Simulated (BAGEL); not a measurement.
# [BNH4O2]+ (SMILES [NH2+]B(O)O) at UHF/cc-pVDZ (density fitting with qzvpp-jkfit)

What is the energy change on altering one bond length of [BNH4O2]+ at UHF/cc-pVDZ (density fitting with qzvpp-jkfit)? 

Program for the calculation: BAGEL 1.2.2.

6 further runs of the same task are left out: 4 that didn't finish, 2 set aside as unsound or not needed.

## (1) The molecule

[BNH4O2]+ has 8 atoms, charge +1, and is taken as a doublet. As SMILES, `[NH2+]B(O)O`. Geometry: relaxed at GFN2-xTB. This is one conformer, not always the lowest.

Bond lengths: N1–B2 1.463 Å, B2–O3 1.330 Å, B2–O4 1.344 Å, N1–H5 1.017 Å, N1–H6 1.015 Å, O3–H7 0.961 Å, O4–H8 0.966 Å. Angles: N1–B2–O3 124.2°, N1–B2–O4 112.7°, O3–B2–O4 123.0°, B2–N1–H5 119.2°, B2–N1–H6 126.2°, B2–O3–H7 126.5°, B2–O4–H8 120.6°, H5–N1–H6 114.5°.

## (2) The energy at UHF/cc-pVDZ (density fitting with qzvpp-jkfit)

The input, job.json:

```json
{ "bagel": [

{
  "title": "molecule",
  "basis": "cc-pvdz.json",
  "df_basis": "qzvpp-jkfit",
  "angstrom": true,
  "geometry": [
    { "atom": "N", "xyz": [   -0.570470,    1.019260,   -0.132130 ] },
    { "atom": "B", "xyz": [    0.081700,   -0.277950,    0.047760 ] },
    { "atom": "O", "xyz": [    1.375800,   -0.500400,   -0.162470 ] },
    { "atom": "O", "xyz": [   -0.769100,   -1.234940,    0.457390 ] },
    { "atom": "H", "xyz": [   -1.564340,    1.106590,    0.063170 ] },
    { "atom": "H", "xyz": [   -0.122090,    1.880450,   -0.429380 ] },
    { "atom": "H", "xyz": [    2.024690,    0.141740,   -0.461290 ] },
    { "atom": "H", "xyz": [   -0.456180,   -2.134760,    0.616960 ] }
  ]
},
{
  "title": "uhf",
  "charge": 1,
  "nopen": 1
},
{
  "title": "print",
  "file": "orbitals.molden",
  "orbitals": true
}

]}
```

The basis set cc-pVDZ is read from a file made from the Basis Set Exchange's data (not shown).

On the command line:

```sh
$ BAGEL_NUM_THREADS=1 BAGEL job.json > job.out
```

The program printed:

```text
* using 1 threads per process

  ===============================================================
  ===============================================================

  *** Geometry ***

  { "atom" : "N", "xyz" : [     -1.078032,      1.926122,     -0.249690 ] },
  { "atom" : "B", "xyz" : [      0.154391,     -0.525249,      0.090253 ] },
  { "atom" : "O", "xyz" : [      2.599885,     -0.945619,     -0.307024 ] },
  { "atom" : "O", "xyz" : [     -1.453388,     -2.333698,      0.864342 ] },
  { "atom" : "H", "xyz" : [     -2.956174,      2.091152,      0.119374 ] },
  { "atom" : "H", "xyz" : [     -0.230717,      3.553535,     -0.811411 ] },
  { "atom" : "H", "xyz" : [      3.826110,      0.267850,     -0.871712 ] },
  { "atom" : "H", "xyz" : [     -0.862055,     -4.034112,      1.165885 ] },

  Number of auxiliary basis functions:      378

  Since a DF basis is specified, we compute 2- and 3-index integrals:
    o Being stored without compression. Storage requirement is 0.017 GB

  Number of basis functions:       76
  Number of electrons      :       32

    * METHOD: MOLECULE                             0.12

  *** Open-shell HF ***

  === Nuclear Repulsion ===
   116.7431987763

      * DIIS with orbital gradients will be used.

  === UHF iteration (cc-pvdz.json) ===
      0       -230.78332030          0.03865833           0.06
      1       -230.97208990          0.02505358           0.07
      2       -231.02261650          0.01431195           0.07
      3       -231.05130185          0.00120613           0.07
      4       -231.05173371          0.00025513           0.06
      5       -231.05178874          0.00009566           0.06
      6       -231.05180916          0.00002485           0.06
      7       -231.05181331          0.00001240           0.06
      8       -231.05181443          0.00000649           0.06
      9       -231.05181496          0.00000238           0.06
     10       -231.05181507          0.00000102           0.07
     11       -231.05181508          0.00000058           0.06
     12       -231.05181509          0.00000031           0.06
     13       -231.05181509          0.00000012           0.07
     14       -231.05181509          0.00000007           0.06
     15       -231.05181509          0.00000004           0.06
     16       -231.05181509          0.00000002           0.06
     17       -231.05181509          0.00000001           0.07
    * SCF iteration converged.

    * S^2 (UHF) is 0.7599

    * Permanent dipole moment:
           (    0.326929,    -2.051331,     0.429248) a.u.

    * METHOD: UHF                                  1.25

    * METHOD: PRINT                                0.01

  ===============================================================
```

Wall time 1.6 s (1 thread of Arm Neoverse V2, shared host); peak memory 0.084 GiB.

## (3) The distorted shape at the same level

The input, input.json:

```json
{ "bagel": [

{
  "title": "molecule",
  "basis": "cc-pvdz.json",
  "df_basis": "qzvpp-jkfit",
  "angstrom": "true",
  "geometry": [
    { "atom": "N", "xyz": [      -0.073488,       0.975591,      -0.229789 ] },
    { "atom": "B", "xyz": [       0.578682,      -0.321619,      -0.049899 ] },
    { "atom": "O", "xyz": [       1.872782,      -0.544069,      -0.260129 ] },
    { "atom": "O", "xyz": [      -0.272118,      -1.278609,       0.359731 ] },
    { "atom": "H", "xyz": [      -1.564340,       1.106590,       0.063170 ] },
    { "atom": "H", "xyz": [       0.374892,       1.836781,      -0.527039 ] },
    { "atom": "H", "xyz": [       2.521672,       0.098071,      -0.558949 ] },
    { "atom": "H", "xyz": [       0.040802,      -2.178429,       0.519301 ] }
  ]
},

{
  "title": "uhf",
  "charge": 1,
  "nopen": 1
},

{
  "title": "print",
  "file": "orbitals.molden",
  "orbitals": "true"
}

]}
```

The basis set cc-pVDZ is read from a file made from the Basis Set Exchange's data (not shown).

On the command line:

```sh
$ BAGEL_NUM_THREADS=1 BAGEL input.json > input.out
```

The program printed:

```text
* using 1 threads per process

  ===============================================================
  ===============================================================

  *** Geometry ***

  { "atom" : "N", "xyz" : [     -0.138872,      1.843600,     -0.434238 ] },
  { "atom" : "B", "xyz" : [      1.093550,     -0.607772,     -0.094295 ] },
  { "atom" : "O", "xyz" : [      3.539045,     -1.028141,     -0.491573 ] },
  { "atom" : "O", "xyz" : [     -0.514228,     -2.416221,      0.679793 ] },
  { "atom" : "H", "xyz" : [     -2.956174,      2.091152,      0.119374 ] },
  { "atom" : "H", "xyz" : [      0.708443,      3.471013,     -0.995959 ] },
  { "atom" : "H", "xyz" : [      4.765269,      0.185327,     -1.056261 ] },
  { "atom" : "H", "xyz" : [      0.077105,     -4.116634,      0.981337 ] },

  Number of auxiliary basis functions:      378

  Since a DF basis is specified, we compute 2- and 3-index integrals:
    o Being stored without compression. Storage requirement is 0.017 GB

  Number of basis functions:       76
  Number of electrons      :       32

    * METHOD: MOLECULE                             0.12

  *** Open-shell HF ***

  === Nuclear Repulsion ===
   114.9418551074

      * DIIS with orbital gradients will be used.

  === UHF iteration (cc-pvdz.json) ===
      0       -230.68325506          0.03891965           0.06
      1       -230.87915031          0.02515794           0.07
      2       -230.93208143          0.01423629           0.07
      3       -230.96120010          0.00129368           0.07
      4       -230.96206497          0.00036604           0.07
      5       -230.96244138          0.00012805           0.07
      6       -230.96283357          0.00005758           0.07
      7       -230.96314008          0.00004658           0.07
      8       -230.96342757          0.00004176           0.07
      9       -230.96370364          0.00003984           0.07
     10       -230.96390771          0.00003627           0.07
     11       -230.96412800          0.00003451           0.07
     12       -230.96414744          0.00002046           0.06
     13       -230.96417258          0.00001668           0.06
     14       -230.96417290          0.00000168           0.07
     15       -230.96417292          0.00000111           0.06
     16       -230.96417292          0.00000025           0.06
     17       -230.96417292          0.00000012           0.06
     18       -230.96417292          0.00000011           0.06
     19       -230.96417292          0.00000009           0.07
     20       -230.96417292          0.00000007           0.06
     21       -230.96417292          0.00000003           0.07
     22       -230.96417292          0.00000002           0.07
     23       -230.96417292          0.00000001           0.06
    * SCF iteration converged.

    * S^2 (UHF) is 0.8550

    * Permanent dipole moment:
           (    0.735131,    -2.108215,     0.353943) a.u.

    * METHOD: UHF                                  1.65

    * METHOD: PRINT                                0.01

  ===============================================================
```

Wall time 1.9 s (1 thread of Arm Neoverse V2, shared host); peak memory 0.084 GiB.

## (4) Results

Level: UHF/cc-pVDZ (density fitting with qzvpp-jkfit).

| quantity | value |
| --- | --- |
| first shape: total energy | -231.05182 Eh |
| first shape: ⟨S²⟩ | 0.760 |
| distorted shape: total energy | -230.96417 Eh |
| distorted shape: ⟨S²⟩ | 0.855 |
| energy change with the N1–H5 bond stretched from 1.017 to 1.525 Å | 2.385 eV |

In words: With the N1–H5 bond stretched from 1.017 to 1.525 Å the energy rises by 2.38 eV (55 kcal/mol). The first shape isn't relaxed at this level, so the change isn't measured from a minimum. ⟨S²⟩ (distorted shape) is 0.85 where a pure doublet has 0.75: the reference is spin-contaminated.
